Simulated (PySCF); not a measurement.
# C₆H₈ClF: magnetic properties

Aim: compute the magnetic properties of C₆H₈ClF (`CC1=C(CCl)[C@@H](F)C1`).

Programs: PySCF 2.14.0, with routines of our own; each step states its level. All values are computed. Atoms count from 0.

## Step 1: The system as given

16 atoms, charge 0, multiplicity 1; geometry from: GFN2-xTB.

## Step 2: Magnetic properties: GIAO B3LYP/pcSseg-1

Job settings and geometry (Å):

```
{"job": {"kind": "mag", "xc": "B3LYP", "basis": "pcSseg-1", "isotopologues": 2}, "charge": 0, "multiplicity": 1}
C      1.584275    -1.055837     0.795373
C      0.630754    -0.046496     0.289806
C     -0.633587    -0.058896    -0.156905
C     -1.682458    -1.077004    -0.348186
Cl    -1.604549    -1.728652    -2.032962
C     -0.622790     1.411879    -0.502042
F     -1.533041     2.190592     0.171917
C      0.810329     1.440544     0.084248
H      2.485434    -1.053709     0.182717
H      1.144129    -2.049165     0.774791
H      1.878360    -0.813824     1.816455
H     -2.678042    -0.650319    -0.233747
H     -1.549010    -1.930232     0.315125
H     -0.714746     1.665146    -1.561640
H      0.882205     2.022990     1.000671
H      1.595138     1.741929    -0.607032
```

With the program's defaults for keys left out, this is: GIAO B3LYP/pcSseg-1 magnetisability, rotational g tensor and spin-rotation constants, non-relativistic, gas phase.

The run is started by

```console
$ OMP_NUM_THREADS=1 python excited_run.py task.json out
```

This one command runs all jobs of the session in turn.

The log of the run:

```text
coarse grid: 14192 points
cycle   1  E = -793.2887128829  dE =  1.023e+00  |g| = 5.759e-01  |ddm| = 3.855e+00
cycle   2  E = -793.2590824665  dE =  2.963e-02  |g| = 7.590e-01  |ddm| = 1.152e+00
cycle   3  E = -793.3533763647  dE = -9.429e-02  |g| = 9.395e-02  |ddm| = 6.390e-01
cycle   4  E = -793.3548385239  dE = -1.462e-03  |g| = 3.700e-02  |ddm| = 1.091e-01
cycle   5  E = -793.3551052097  dE = -2.667e-04  |g| = 1.153e-02  |ddm| = 4.056e-02
cycle   6  E = -793.3551306067  dE = -2.540e-05  |g| = 4.961e-03  |ddm| = 1.349e-02
cycle   7  E = -793.3551363391  dE = -5.732e-06  |g| = 1.216e-03  |ddm| = 5.258e-03
final grid: 133576 points
cycle   8  E = -793.4173436996  dE = -3.439e-05  |g| = 7.893e-03  |ddm| = 3.201e-02
cycle   9  E = -793.4173282697  dE =  1.543e-05  |g| = 1.183e-02  |ddm| = 1.725e-02
cycle  10  E = -793.4173574023  dE = -2.913e-05  |g| = 1.250e-03  |ddm| = 1.068e-02
cycle  11  E = -793.4173577091  dE = -3.068e-07  |g| = 3.122e-04  |ddm| = 1.235e-03
cycle  12  E = -793.4173577264  dE = -1.734e-08  |g| = 1.713e-04  |ddm| = 4.403e-04
cycle  13  E = -793.4173577331  dE = -6.633e-09  |g| = 2.373e-05  |ddm| = 1.517e-04
cycle  14  E = -793.4173577332  dE = -1.214e-10  |g| = 7.604e-06  |ddm| = 3.407e-05
converged SCF energy = -793.4173577332

Magnetisability tensor (1e-30 J/T^2)
    -1275.24       41.80       51.84
       41.80    -1246.82      -86.76
       51.84      -86.76    -1393.81
isotropic -1305.29   principal values   -1457.11  -1256.85  -1201.92
isotropic susceptibility -78.606 1e-6 cm^3/mol

Inertial axes            a          b          c
rot. const./GHz      2.0882     1.2107     0.8615
chi total           -78.709    -76.179    -80.932
chi diamagnetic    -686.038  -1034.290  -1427.389
chi paramagnetic    607.329    958.112   1346.457
quadrupole/D A       -6.049      1.541      4.508
g nuclear            0.5800     0.5319     0.5369
g electronic        -0.5958    -0.5450    -0.5450
g total             -0.0158    -0.0131    -0.0081

Spin-rotation constants (kHz, H = +C I.J)
atom  isotope        aa         bb         cc
  4   35Cl        0.240      0.406      0.147
  6    19F        1.143      0.688      0.469
  8     1H       -0.244     -0.080     -0.013
  9     1H       -0.013     -0.112     -0.074
 10     1H       -0.076     -0.108     -0.060
 11     1H       -0.215      0.030     -0.067
 12     1H       -0.196     -0.026     -0.033
 13     1H       -0.167     -0.070      0.011
 14     1H        0.039     -0.137     -0.074
 15     1H       -0.221     -0.130      0.030
  0    13C*       0.329      0.170      0.120
  1    13C*       0.898      0.522      0.201
  2    13C*       0.793      0.499      0.225
  3    13C*       0.373      0.255      0.140
  5    13C*       0.531      0.328      0.207
  7    13C*       0.438      0.202      0.163
* in the singly substituted isotopologue

Isotopologues: g along a, b, c
2H    at 8,9,10,11,12,1    -0.0145    -0.0120    -0.0073
13C   at 0                 -0.0155    -0.0131    -0.0080
```

Wall time 56 s (1 thread of Arm Neoverse N1, shared host); peak memory 0.81 GiB.

From this job:

```tsv
quantity	value
magnetisability	-1305·10⁻³⁰ J/T²
molar susceptibility	-78.6·10⁻⁶ cm³/mol
rotational g (a, b, c)	-0.0158, -0.0131, -0.0081
```

## Step 3: Magnetic properties: GIAO B97-2/ANO-RCC-VDZP

The job, as its differences from that of step 2:

```diff
@@ -1,2 +1,2 @@
-{"job": {"kind": "mag", "xc": "B3LYP", "basis": "pcSseg-1", "isotopologues": 2}, "charge": 0, "multiplicity": 1}
+{"job": {"kind": "mag", "xc": "B97-2", "basis": "ANO-RCC-VDZP"}, "charge": 0, "multiplicity": 1}
 C      1.584275    -1.055837     0.795373
```

Level: GIAO B97-2/ANO-RCC-VDZP magnetisability, rotational g tensor and spin-rotation constants, non-relativistic, gas phase.

The log of the run:

```text
coarse grid: 14192 points
cycle   1  E = -793.0544157818  dE =  1.066e+00  |g| = 5.467e-01  |ddm| = 5.465e+00
cycle   2  E = -793.0165665461  dE =  3.785e-02  |g| = 7.445e-01  |ddm| = 1.025e+00
cycle   3  E = -793.1184545929  dE = -1.019e-01  |g| = 9.547e-02  |ddm| = 5.669e-01
cycle   4  E = -793.1202780876  dE = -1.823e-03  |g| = 2.917e-02  |ddm| = 1.154e-01
cycle   5  E = -793.1204593190  dE = -1.812e-04  |g| = 8.865e-03  |ddm| = 3.396e-02
cycle   6  E = -793.1204743419  dE = -1.502e-05  |g| = 3.964e-03  |ddm| = 1.220e-02
cycle   7  E = -793.1204781652  dE = -3.823e-06  |g| = 9.675e-04  |ddm| = 4.899e-03
final grid: 133576 points
cycle   8  E = -793.1103984289  dE = -4.612e-05  |g| = 6.616e-03  |ddm| = 4.572e-02
cycle   9  E = -793.1103888798  dE =  9.549e-06  |g| = 9.704e-03  |ddm| = 1.280e-02
cycle  10  E = -793.1104070027  dE = -1.812e-05  |g| = 9.848e-04  |ddm| = 7.919e-03
cycle  11  E = -793.1104072419  dE = -2.392e-07  |g| = 2.817e-04  |ddm| = 1.343e-03
cycle  12  E = -793.1104072565  dE = -1.462e-08  |g| = 1.392e-04  |ddm| = 4.136e-04
cycle  13  E = -793.1104072613  dE = -4.813e-09  |g| = 2.045e-05  |ddm| = 1.524e-04
cycle  14  E = -793.1104072614  dE = -9.072e-11  |g| = 6.522e-06  |ddm| = 2.425e-05
converged SCF energy = -793.1104072614

Magnetisability tensor (1e-30 J/T^2)
    -1275.72       37.01       51.85
       37.01    -1245.92      -86.34
       51.85      -86.34    -1391.97
isotropic -1304.54   principal values   -1454.07  -1256.17  -1203.36
isotropic susceptibility -78.561 1e-6 cm^3/mol

Inertial axes            a          b          c
rot. const./GHz      2.0882     1.2107     0.8615
chi total           -78.819    -75.914    -80.950
chi diamagnetic    -684.598  -1032.583  -1425.956
chi paramagnetic    605.779    956.670   1345.006
quadrupole/D A       -5.902      1.235      4.668
g nuclear            0.5800     0.5319     0.5369
g electronic        -0.5943    -0.5442    -0.5444
g total             -0.0142    -0.0123    -0.0075

Spin-rotation constants (kHz, H = +C I.J)
atom  isotope        aa         bb         cc
  4   35Cl        0.220      0.362      0.129
  6    19F        1.002      0.594      0.408
  8     1H       -0.243     -0.080     -0.012
  9     1H       -0.011     -0.113     -0.073
 10     1H       -0.075     -0.107     -0.060
 11     1H       -0.214      0.030     -0.066
 12     1H       -0.195     -0.027     -0.032
 13     1H       -0.169     -0.069      0.013
 14     1H        0.039     -0.138     -0.073
 15     1H       -0.216     -0.130      0.030
  0    13C*       0.293      0.156      0.107
  1    13C*       0.850      0.492      0.188
  2    13C*       0.742      0.470      0.210
  3    13C*       0.342      0.235      0.128
  5    13C*       0.495      0.308      0.195
  7    13C*       0.405      0.180      0.150
* in the singly substituted isotopologue
```

Wall time 90 s (1 thread of Arm Neoverse N1, shared host); peak memory 0.8 GiB.

Key values:

```tsv
quantity	value
magnetisability	-1305·10⁻³⁰ J/T²
molar susceptibility	-78.6·10⁻⁶ cm³/mol
rotational g (a, b, c)	-0.0142, -0.0123, -0.0075
```

## Step 4: The levels compared

```tsv
level	ξ (10⁻³⁰ J/T²)	g(a)	g(b)	gap (eV)	functions	time
GIAO B3LYP/pcSseg-1	-1305	-0.0158	-0.0131	6.39	183	56 s
GIAO B97-2/ANO-RCC-VDZP	-1305	-0.0142	-0.0123	6.48	156	90 s
```

## Step 5: Outcome

| quantity | value |
| --- | --- |
| magnetisability (step 2, GIAO B3LYP/pcSseg-1) | -1305·10⁻³⁰ J/T² |
| molar susceptibility (step 2, GIAO B3LYP/pcSseg-1) | -78.6·10⁻⁶ cm³/mol |
| rotational g (a, b, c) (step 2, GIAO B3LYP/pcSseg-1) | -0.0158, -0.0131, -0.0081 |
| magnetisability over the levels | -1305 to -1305·10⁻³⁰ J/T² |

What this shows: The magnetisability spreads by 0.1 % over 2 levels, from GIAO B3LYP/pcSseg-1 (56 s) to GIAO B97-2/ANO-RCC-VDZP (90 s); the runs took 56 s to 90 s. Two levels can agree by chance, so this spread shows no convergence. Vibrational averaging and real surroundings are missing from these values.
